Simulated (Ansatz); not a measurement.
# AlBrH3OSi radical: up Jacob's ladder to CCSD(T)

One table from this session's results is given with a row withheld; the runs are named, their logs left out.

Method: functionals in def2-TZVPP, the program's frozen cores in correlated methods; program: Ansatz 0.2.0, Gaussian basis.

The runs, in order: LDA (SPW92), PBE-D4, revPBE-D4, BLYP-D4, r2SCAN-D4, B97M-V, PBE0-D4, B3LYP-D4, r2SCANh-D4, r2SCAN0-D4, HSE06-D4, BHLYP-D4, CAM-B3LYP-D4, LC-ωPBE, ωB97X-V, ωB97M-V, B2PLYP, PBE-QIDH; CCSD(T)/def2-SVP; CCSD(T)/def2-TZVPP; MP2/def2-QZVPP; extrapolation to the limit; RPA on PBE.

## Structure used throughout

The geometry comes from an earlier relaxation with PBE0-D4 in a triple-zeta def2 set; it is a stationary point, not always the lowest conformer.

7 atoms, charge 0, spin multiplicity 2.

Atoms are counted from 1 here; the program's logs count them from 0.

Bond lengths: Si1–O2 1.631 Å, Si1–H5 1.486 Å, Si1–H6 1.486 Å, Si1–H7 1.486 Å, O2–Al3 1.676 Å, Al3–Br4 2.275 Å. Angles: O2–Si1–H5 110.2°, O2–Si1–H6 109.6°, O2–Si1–H7 109.6°, H5–Si1–H6 109.1°, H5–Si1–H7 109.1°, H6–Si1–H7 109.1°, Si1–O2–Al3 175.4°, O2–Al3–Br4 119.4°.

The first run:

Input file in.yaml:

```yaml
crystal:
  periodic: [false, false, false]
  atoms:
    - {symbol: Si, position_ang: [0.219735, 1.113727, 0.067150]}
    - {symbol: O, position_ang: [0.164805, -0.487228, 0.371472]}
    - {symbol: Al, position_ang: [0.042756, -2.146668, 0.568374]}
    - {symbol: Br, position_ang: [-1.082061, -3.376064, -0.980821]}
    - {symbol: H, position_ang: [-0.507939, 1.422896, -1.190979]}
    - {symbol: H, position_ang: [-0.410472, 1.857374, 1.188847]}
    - {symbol: H, position_ang: [1.634375, 1.547965, -0.069543]}
basis:
  gaussian: {orbitals: def2-TZVPP}
magnetization: {spin_polarized: true, initial_magnetization: 1}
hamiltonian: {xc: lda}
output: {orbitals: {seedname: orbitals}}
```

Among the steps run: LDA; PBE-D4 (GGA); revPBE-D4 (GGA); BLYP-D4 (GGA); r2SCAN-D4 (meta-GGA); B97M-V (meta-GGA); PBE0-D4 (hybrid); B3LYP-D4 (hybrid); r2SCANh-D4 (hybrid); r2SCAN0-D4 (hybrid); HSE06-D4 (hybrid); BHLYP-D4 (hybrid); CAM-B3LYP-D4 (range-separated); LC-ωPBE-D4 (range-separated; the results give it without D4); ωB97X-V (range-separated); ωB97M-V (range-separated); B2PLYP (double hybrid); PBE-QIDH (double hybrid).

One table of the session follows, with a row left open; its other results are not shown here.

It belongs to the step «Orbital energies across the functionals». 

| functional | HOMO (eV) | LUMO (eV) | gap (eV) |
| --- | --- | --- | --- |
| LDA (SPW92) | -5.44 | -4.26 | 1.18 |
| PBE-D4 | -5.41 | -3.90 | 1.51 |
| revPBE-D4 | ? | ? | ? |
| BLYP-D4 | -5.20 | -3.91 | 1.30 |
| r2SCAN-D4 | -5.71 | -3.39 | 2.32 |
| B97M-V | -5.40 | -4.34 | 1.06 |
| PBE0-D4 | -6.44 | -3.06 | 3.37 |
| B3LYP-D4 | -6.18 | -3.43 | 2.75 |
| r2SCANh-D4 | -6.08 | -3.16 | 2.92 |
| r2SCAN0-D4 | -6.64 | -2.82 | 3.82 |
| HSE06-D4 | -6.04 | -3.44 | 2.60 |
| BHLYP-D4 | -7.26 | -2.38 | 4.88 |
| CAM-B3LYP-D4 | -7.59 | -2.28 | 5.31 |
| LC-ωPBE | -8.94 | -0.89 | 8.04 |
| ωB97X-V | -8.47 | -1.40 | 7.07 |
| ωB97M-V | -8.10 | -1.67 | 6.44 |

Q: Estimate the row for revPBE-D4 from the others.

**Answer.** HOMO (eV): -5.39; LUMO (eV): -3.74; gap (eV): 1.65. In the column «HOMO (eV)» it lies between B97M-V (-5.40) and BLYP-D4 (-5.20).
